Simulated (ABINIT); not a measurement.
Wanted: the native input for an ABINIT 10.8.3 (patched build) run.

| Quantity | Value |
| --- | --- |
| Task | single point |
| Functional | PBE |
| Potentials or basis | JTH PAW PBE v2.0 |
| Cutoff | 626 eV |
| k mesh | 7 × 7 × 6 |
| Occupations | gaussian, width 0.05 eV |
| Spin | collinear spin, ferromagnetic start |
| Starting moments | [4.0, 0.0] μB |
| Hubbard terms | Ho f U = 2 eV |
| Double counting (usepawu) | 1 |
| Fine-grid cutoff | 1224.51 eV |

HoO:

```
Ho O
1.0
     3.06403    0.00000    0.00000
    -1.53202    2.65353    0.00000
     0.00000    0.00000    2.99034
Ho O
1 1
Direct
  0.00000 0.00000 0.00000
  0.66667 0.33333 0.50000
```

The cell comes from a database or a generator and needn't be the stable form of this composition.

One way to write it, as run:

run.abi

```
# Pseudopotentials
pp_dirpath "./"
pseudos "Ho.GGA_PBE-JTH.xml, O.GGA_PBE-JTH.xml"

# Structure
acell 3*1.0
rprim
     5.7901776888     0.0000000000     0.0000000000
    -2.8950888444     5.0144409762     0.0000000000
     0.0000000000     0.0000000000     5.6509265486
ntypat 2
znucl 67 8
natom 2
typat 1 2
xred
     0.0000000000     0.0000000000     0.0000000000
     0.6666666667     0.3333333333     0.5000000000

# Plane-wave basis
ecut 625.861884 eV
pawecutdg 45.0
pawxcdev 0

# k points
kptopt 1
ngkpt 7 7 6
nshiftk 1
shiftk 0.0 0.0 0.0

# Exchange and correlation
ixc 11

# Bands and occupations
nband 22
occopt 7
tsmear 0.05 eV

# Spin
nsppol 2
spinat
     0.0000000000     0.0000000000     4.0000000000
     0.0000000000     0.0000000000     0.0000000000

# DFT+U
usepawu 1
lpawu 3 -1
upawu 2.0 0.0 eV
jpawu 0.0 0.0 eV

# SCF cycle
nstep 100
tolvrs 1.0e-9

# Output
iomode 3
prtwf 0
prtden 0
prteig 0
prtebands 0
```

Potentials or basis: JTH PAW PBE v2.0.

Run with:

```console
$ abinit run.abi > log 2>&1
```

Results of the run:

```
Pressure                                              : 41.8 GPa
Band gap on the k mesh                                : none (metal or under the smearing width)
Net moment                                            : 3.55 μB per cell
Site moments                                          : Ho +3.63; O -0.01 μB
Valence electrons inside the program's atomic spheres : Ho 19.05; O 4.61
```

Caveat: the magnetic or orbital state may not be the lowest; a pressure of tens of GPa on the cell as given is suspect, and the run, the potentials or the cell itself is likely at fault; spin-orbit coupling is left out, which moves the levels of the heavy elements.

Run time: 2.1 min on 1 thread of Arm Neoverse V2 (shared host), peak memory 0.15 GiB.
